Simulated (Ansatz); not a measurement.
**Si4H15+: geometry and frequencies at several levels**

Wanted for Si4H15+: geometry and frequencies at several levels. Charge +1.

Method: the levels named in each step, in Ansatz 0.2.0.

## (1) Starting point

Bond lengths (14 of 15 bonds, heavy atoms first): Si1–H5 1.457 Å, Si1–H6 1.455 Å, Si1–H7 1.453 Å, Si1–H8 1.650 Å, Si2–H9 1.451 Å, Si2–H10 1.458 Å, Si2–H11 1.456 Å, Si3–H12 1.501 Å, Si3–H13 1.454 Å, Si3–H14 1.458 Å, Si3–H15 1.459 Å, Si4–H16 1.471 Å, Si4–H17 1.485 Å, Si4–H18 1.452 Å. Angles (14 of 21 angles, heavy atoms first): H5–Si1–H6 114.8°, H5–Si1–H7 115.9°, H5–Si1–H8 102.0°, H6–Si1–H7 116.2°, H6–Si1–H8 102.2°, H7–Si1–H8 102.4°, H9–Si2–H10 117.7°, H9–Si2–H11 118.7°, H10–Si2–H11 115.4°, H12–Si3–H13 108.2°, H12–Si3–H14 106.9°, H12–Si3–H15 105.6°, H13–Si3–H14 112.5°, H13–Si3–H15 112.5°.

As a file:

```xyz
19

Si   -0.6152    0.3373   -1.9097
Si    1.4455    0.7264    0.8775
Si    1.5258   -3.3400   -0.3659
Si   -2.3432    2.2878    1.3927
H     0.1486   -0.6106   -2.7095
H    -0.6859    1.6830   -2.4593
H    -1.8359   -0.1760   -1.3108
H     0.3633    0.5472   -0.5977
H     0.8815   -0.2865    1.7492
H     1.1593    2.1217    1.1879
H     2.7405    0.4772    0.2610
H     1.6601   -1.8647   -0.1271
H     2.5959   -4.0144    0.3505
H     1.6041   -3.5444   -1.8072
H     0.2047   -3.7004    0.1374
H    -2.1829    2.5543   -0.0453
H    -1.4124    1.1592    1.6484
H    -3.7092    1.9040    1.7013
H    -1.8889    3.4286    2.1744
```

## (2) A rough first relaxation, PBE-D4/def2-SVP

The input, input.yaml:

```yaml
crystal:
  periodic: [false, false, false]
  atoms:
    - { symbol: Si, position_ang: [-0.61524, 0.33732, -1.90974] }
    - { symbol: Si, position_ang: [1.44548, 0.72641, 0.87748] }
    - { symbol: Si, position_ang: [1.52579, -3.33999, -0.36592] }
    - { symbol: Si, position_ang: [-2.34322, 2.28781, 1.39268] }
    - { symbol: H, position_ang: [0.14858, -0.61058, -2.70946] }
    - { symbol: H, position_ang: [-0.68586, 1.68299, -2.45927] }
    - { symbol: H, position_ang: [-1.83592, -0.17602, -1.31077] }
    - { symbol: H, position_ang: [0.36325, 0.54723, -0.59766] }
    - { symbol: H, position_ang: [0.88155, -0.28653, 1.74922] }
    - { symbol: H, position_ang: [1.1593, 2.12173, 1.1879] }
    - { symbol: H, position_ang: [2.74055, 0.47721, 0.261] }
    - { symbol: H, position_ang: [1.66014, -1.86471, -0.12711] }
    - { symbol: H, position_ang: [2.59594, -4.01437, 0.35053] }
    - { symbol: H, position_ang: [1.60407, -3.54443, -1.80721] }
    - { symbol: H, position_ang: [0.20475, -3.70039, 0.13736] }
    - { symbol: H, position_ang: [-2.18295, 2.55429, -0.04528] }
    - { symbol: H, position_ang: [-1.4124, 1.15923, 1.64838] }
    - { symbol: H, position_ang: [-3.70916, 1.90395, 1.70132] }
    - { symbol: H, position_ang: [-1.88889, 3.42859, 2.17436] }
total_charge: 1
basis:
  gaussian: { orbitals: def2-SVP }
hamiltonian:
  xc: pbe
  dispersion: d4
relax:
  f_tol: 0.03
  max_steps: 200
```

Started as:

```bash
ansatz run input.yaml --threads 4 --pin off --max-ram 10240MiB --backend cpu --events-out ev --progress --plain --runs-dir out
```

Further steps of the session: Relaxation, PBE0-D4/def2-TZVP; Relaxation, PBE0-D4/def2-SVP; Frequencies, PBE0-D4/def2-SVP.

Q: Predict the outcome of this session. Wanted: Si1–H5 at PBE0-D4/def2-SVP; Si1–H6 at PBE0-D4/def2-SVP; frequencies at PBE0-D4/def2-SVP.

The runs gave:

| quantity | value |
| --- | --- |
| Si1–H5 at PBE0-D4/def2-SVP | 1.479 Å |
| Si1–H6 at PBE0-D4/def2-SVP | 1.480 Å |
| frequencies at PBE0-D4/def2-SVP | 13 to 2348 cm⁻¹ |

**Reading.** The Si1–H5 distance spreads over 0.008 Å, from PBE0-D4/def2-TZVP (shortest) to PBE0-D4/def2-SVP. No mode is imaginary, so the geometry is a minimum.
